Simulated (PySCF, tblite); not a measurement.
# C4H6ClFO: geometry, infrared bands and NMR shifts

Aim: predict the infrared bands and NMR shifts of C4H6ClFO (`CC[C@H](F)C(=O)Cl`).

Programs: tblite 0.8.0 and PySCF 2.14.0, with density-fitted response routines of our own. Each step states its level of theory. These are calculated values for one molecule in the gas phase, unless marked as measured. Atoms are numbered from 0 throughout.

## Step 1: The molecule as given

13 atoms, charge 0, multiplicity 1; geometry from: force field or distance geometry start.

Bonds of the start (Å): C0–C1 1.51, C1–C2 1.52, C2–F3 1.40, C2–C4 1.50, C4–O5 1.21, C4–Cl6 1.75, C0–H7 1.13, C0–H8 1.11, C0–H9 1.10, C1–H10 1.12, C1–H11 1.10, C2–H12 1.12.

## Step 2: Optimising the geometry with GFN2-xTB

What the job is given:

```
{"job": {"kind": "relax", "xc": "GFN2-xTB", "basis": "xTB"}, "charge": 0, "multiplicity": 1}
C     -1.269100    -0.450200     0.589500
C     -0.446300    -0.484400    -0.677700
C      0.546300     0.670500    -0.648300
F      1.325800     0.672100    -1.812100
C      1.433900     0.525500     0.554400
O      1.464900     1.393400     1.401800
Cl     2.405000    -0.930000     0.627400
H     -1.722800     0.583800     0.680300
H     -0.618200    -0.628600     1.469800
H     -2.115300    -1.153600     0.578500
H      0.142200    -1.435400    -0.671100
H     -1.144200    -0.404100    -1.520400
H     -0.006500     1.641400    -0.589600
```

The run is started by

```
$ OMP_NUM_THREADS=1 python probes_run.py task.json out
```

This one command runs all jobs of the session in turn.

**Question.** This job is followed by: GFN2-xTB harmonic vibrations, gas phase; GIAO PBE0/pcSseg-1 NMR shielding, non-relativistic, gas phase. What will the session give for the following? strongest single infrared mode (GFN2-xTB); zero-point energy (GFN2-xTB); 13C shifts against TMS (PBE0/pcSseg-1); 1H shifts against TMS (PBE0/pcSseg-1, means over atoms taken as alike); 19F shifts against CFCl3 (PBE0/pcSseg-1); 17O shifts against H2O (PBE0/pcSseg-1); 35Cl shifts against HCl (PBE0/pcSseg-1).

As calculated:

| quantity | value |
| --- | --- |
| strongest single infrared mode (GFN2-xTB) | 1809 cm⁻¹, 343 km/mol |
| zero-point energy (GFN2-xTB) | 59.3 kcal/mol |
| 13C shifts against TMS (PBE0/pcSseg-1) | 186.6, 98.0, 31.3, 9.9 ppm |
| 1H shifts against TMS (PBE0/pcSseg-1, means over atoms taken as alike) | 4.74, 2.07, 1.85, 0.97 ppm |
| 19F shifts against CFCl3 (PBE0/pcSseg-1) | -192.9 ppm |
| 17O shifts against H2O (PBE0/pcSseg-1) | 600.6 ppm |
| 35Cl shifts against HCl (PBE0/pcSseg-1) | 427 ppm |

Over 103 steps the energy fell by 0.263 eV; of the close pairs, C0–H7 changed most, 1.133 to 1.087 Å. All 33 modes are real, so the xTB geometry is a minimum. The strongest single mode, at 1809 cm⁻¹, moves mainly C4 and O5. GFN2-xTB is a fitted tight-binding method: band positions and strengths are rough. Its intensities can rank the bands wrongly. H12 (hydrogen on an sp3 CH bonded to F, α to a carbonyl) lies farthest downfield among hydrogen, at 4.74 ppm; its carbon carries F, an electronegative neighbour. At PBE0/pcSseg-1: Shielding is most anisotropic at O5 (span 946 ppm, paramagnetic term -663 ppm).
